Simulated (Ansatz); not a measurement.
# Mg5CdS6: the cost of one run

Program: Ansatz 0.2.0. Level of theory: DFT PBE, scalar-relativistic, plane waves, PAW. These are calculated values, not measurements.

## (1) Starting point

The structure is trigonal, space group P-3m1 (No. 164). Conventional cell: a = 3.895 Å, b = 3.895 Å, c = 19.080 Å, α = 90.00°, β = 90.00°, γ = 120.00°. Mg (site symmetry 3m) has 6 S at 2.75 Å as nearest neighbours. Mg (site symmetry -3m) has 6 S at 2.75 Å as nearest neighbours. Cd (site symmetry -3m) is surrounded by 6 S at 2.75 Å. S (site symmetry 3m) is surrounded by 6 Mg at 2.75 Å. S (site symmetry 3m) has 3 Cd at 2.75 Å and 3 Mg at 2.75 Å as nearest neighbours.

Structure file:

```xyz
12
Lattice="3.8947 0.0000 0.0000 -1.9473 3.3729 0.0000 0.0000 0.0000 19.0799" Properties=species:S:1:pos:R:3 pbc="T T T"
Mg    0.0000    2.2486    6.3600
Mg    0.0000    0.0000    9.5399
Mg    1.9473    1.1243   12.7199
Mg    0.0000    2.2486   15.8999
Mg    1.9473    1.1243    3.1800
Cd    0.0000    0.0000    0.0000
S     1.9473    1.1243    7.9500
S     0.0000    2.2486   11.1299
S     0.0000    0.0000   14.3099
S     1.9473    1.1243   17.4899
S     0.0000    2.2486    1.5900
S     0.0000    0.0000    4.7700
```

The start is an ordering of an alloy on its end members' structure types: elements ordered on the sites of the MgS type, Cd/Mg on Mg (P-3m1, No. 164).

## (2) The guess as it stands, on a coarse mesh

input.yaml reads:

```yaml
crystal:
  lattice:
    - [3.89466798, 0.0, 0.0]
    - [-1.94733399, 3.37288141, 0.0]
    - [0.0, 0.0, 19.07989851]
  atoms:
    - { symbol: Mg, position: [0.33333333, 0.66666667, 0.33333333] }
    - { symbol: Mg, position: [0.0, 0.0, 0.5] }
    - { symbol: Mg, position: [0.66666667, 0.33333333, 0.66666667] }
    - { symbol: Mg, position: [0.33333333, 0.66666667, 0.83333333] }
    - { symbol: Mg, position: [0.66666667, 0.33333333, 0.16666667] }
    - { symbol: Cd, position: [0.0, 0.0, 0.0] }
    - { symbol: S, position: [0.66666667, 0.33333333, 0.41666667] }
    - { symbol: S, position: [0.33333333, 0.66666667, 0.58333333] }
    - { symbol: S, position: [0.0, 0.0, 0.75] }
    - { symbol: S, position: [0.66666667, 0.33333333, 0.91666667] }
    - { symbol: S, position: [0.33333333, 0.66666667, 0.08333333] }
    - { symbol: S, position: [0.0, 0.0, 0.25] }
basis:
  ecutwfc: 420
kpoints:
  mp_grid: { grid: [6, 6, 1] }
hamiltonian:
  xc: pbe
scf:
  occupations: { method: gaussian, width: 0.1 }
  lower_state_search: "off"
output:
  forces: true
  stress: true
  eigenvalues: true
```

The run is started by

```
$ ansatz run input.yaml --threads 1 --pin off --max-ram 2560MiB --backend cpu --events-out ev --progress --plain --runs-dir out
```

What time and memory should one allow on 1 thread of Intel Xeon Platinum 8488C (Sapphire Rapids), shared host?

About 5.3 s, with a peak of 0.52 GiB.
